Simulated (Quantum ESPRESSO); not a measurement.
**InRh2 in Quantum ESPRESSO: the effect of Hubbard term**

The system is InRh2.

```
CELL_PARAMETERS angstrom
0.00000 2.89070 2.89070
2.89070 0.00000 2.89070
2.89070 2.89070 0.00000
ATOMIC_POSITIONS crystal
Rh 0.25000 0.25000 0.25000
Rh 0.75000 0.75000 0.75000
In 0.00000 0.00000 0.00000
```

The cell was built by a generator and needn't be a form met in nature.

Alike in all runs:

```yaml
Program: Quantum ESPRESSO 7.5
Task: Hubbard U by linear response
Functional: PBEsol
Potentials_or_basis: PseudoDojo 0.4.1 SR PBEsol standard
Cutoff: 1197 eV
Density_cutoff: 4789 eV
k_mesh: 6 × 6 × 6
Occupations: cold, width 0.2 eV
Spin: no spin polarisation
Start_of_the_occupations: default
Hubbard_projectors: ortho-atomic
Mixing_beta: 0.3
Most_SCF_iterations: 120
SCF_threshold: 6e-10 Ry
q_mesh: 2 × 2 × 2
```

| Hubbard term | pressure (GPa) |
| --- | --- |
| Rh d U = 0.0001 eV | 25.3 |
| Rh d U = 2.0 eV | 23.8 |
| Rh d U = 4.0 eV | 22.6 |
| Rh d U = 6.0 eV | ? |
| Rh d U = 8.0 eV | 20.6 |

What does the run with Hubbard term Rh d U = 6.0 eV give?

Pressure 21.5 GPa.

Worked out: A parabola through the other rows of the pressure, of slope -0.492 GPa per eV there, gives 21.5 GPa, against the run's 21.5.

Caveats: U without spin polarisation on a metal has little footing; the U is typed as a test and isn't derived for this compound.
